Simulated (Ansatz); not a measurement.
This script for Ansatz 0.2.0, Python API starts 6 runs on CH7BFGeN, SMILES BC(F)[NH][GeH3]. What input does the engine get in each?

The script, `methods.py`:
```python
"""CH7BFGeN at several levels of theory."""

from pathlib import Path
import warnings

import ansatz as az
from ase import Atoms
import numpy as np

warnings.simplefilter("ignore", az.DeckWarning)

atoms = Atoms(["B", "C", "F", "N", "Ge", "H", "H", "H", "H", "H", "H", "H"], positions=[
    (-1.6433, -0.6651, 1.3338),
    (-0.2632, -0.2148, 0.7558),
    (0.2009, 0.8186, 1.5269),
    (-0.297, 0.2372, -0.6397),
    (1.3339, 0.6399, -1.3101),
    (-2.6542, -0.5299, 0.6383),
    (-1.7704, -0.9997, 2.4389),
    (0.4521, -1.0769, 0.8301),
    (-0.6996, -0.5652, -1.1694),
    (1.9133, 1.8537, -0.485),
    (2.2585, -0.577, -1.1084),
    (1.2458, 1.0242, -2.7772),
])
system = az.Crystal.molecule_from_ase(atoms)

base = system.calculation().basis(gaussian="def2-SVP")

print("functional    E (Ha)        dipole (D)   HOMO (eV)  LUMO (eV)")
for name in ["lda", "cam_b3lyp", "pbe", "revpbe", "hse06", "lc_wpbe"]:
    report = base.functional(name).forces().orbitals().run(runs_dir="runs").report
    lines = Path(report["orbitals_path"]).read_text().splitlines()
    field_of = lambda key: [line.split("=")[1].strip() for line in lines if line.startswith(key)]
    orbitals = [(27.211386 * float(e), s, float(n)) for e, s, n in zip(field_of("Ene="), field_of("Spin="), field_of("Occup="))]
    homo = max(e for e, _, n in orbitals if n > 0.5)
    lumo = min(e for e, _, n in orbitals if n < 0.5)
    dipole = 4.803205 * np.linalg.norm(report["charge_distribution"]["dipole_moment_e_ang"])
    print(f"{name:10s} {report['free_energy_ev'] / 27.211386246:14.6f} {dipole:9.3f} {homo:11.3f} {lumo:10.3f}")
```

Run 1:
```yaml
crystal:
  periodic: [false, false, false]
  atoms:
    - { symbol: B, position_ang: [-1.6433, -0.6651, 1.3338] }
    - { symbol: C, position_ang: [-0.2632, -0.2148, 0.7558] }
    - { symbol: F, position_ang: [0.2009, 0.8186, 1.5269] }
    - { symbol: "N", position_ang: [-0.297, 0.2372, -0.6397] }
    - { symbol: Ge, position_ang: [1.3339, 0.6399, -1.3101] }
    - { symbol: H, position_ang: [-2.6542, -0.5299, 0.6383] }
    - { symbol: H, position_ang: [-1.7704, -0.9997, 2.4389] }
    - { symbol: H, position_ang: [0.4521, -1.0769, 0.8301] }
    - { symbol: H, position_ang: [-0.6996, -0.5652, -1.1694] }
    - { symbol: H, position_ang: [1.9133, 1.8537, -0.485] }
    - { symbol: H, position_ang: [2.2585, -0.577, -1.1084] }
    - { symbol: H, position_ang: [1.2458, 1.0242, -2.7772] }
basis:
  gaussian:
    orbitals: def2-SVP
hamiltonian:
  xc: lda
output:
  orbitals: {}
  forces: true
```

Run 2, against run 1:
```diff
-  xc: lda
+  xc: cam_b3lyp
```

Run 3, against run 1:
```diff
-  xc: lda
+  xc: pbe
```

Run 4, against run 1:
```diff
-  xc: lda
+  xc: revpbe
```

Run 5, against run 1:
```diff
-  xc: lda
+  xc: hse06
```

Run 6, against run 1:
```diff
-  xc: lda
+  xc: lc_wpbe
```

`python methods.py` gives:
```text
functional    E (Ha)        dipole (D)   HOMO (eV)  LUMO (eV)
lda          -2293.331316     2.173      -5.649     -3.461
cam_b3lyp    -2298.300573     2.368      -8.393     -0.905
pbe          -2297.684519     2.124      -5.560     -3.133
revpbe       -2298.034150     2.119      -5.524     -2.996
hse06        -2297.753416     2.343      -6.617     -2.468
lc_wpbe      -2297.872761     2.419      -9.783      0.393
```

Notes:
- Total energies depend on the basis set; only differences at equal settings carry meaning.
- The geometry is a force-field or estimated start, not a minimum of this method, and the basis set is short of its limit. A lower total doesn't mark the better method: functionals have no common bound, and MP2 and coupled cluster aren't variational.
- Levels such as HOMO and LUMO are orbital energies: with these approximate functionals they aren't the ionisation energy and electron affinity, and their gap isn't the fundamental gap.
- hse06 follows the composition of plane-wave codes, whose totals differ by tens of mHa, up to about 0.1 Ha, from the form usual in Gaussian-basis programs (wpbeh).
- Hardware and time: 36 s on 1 thread of Arm Neoverse V1 (shared host), peak memory 0.41 GiB.

(Lines on the test bed's own set-up are left out of the output.)
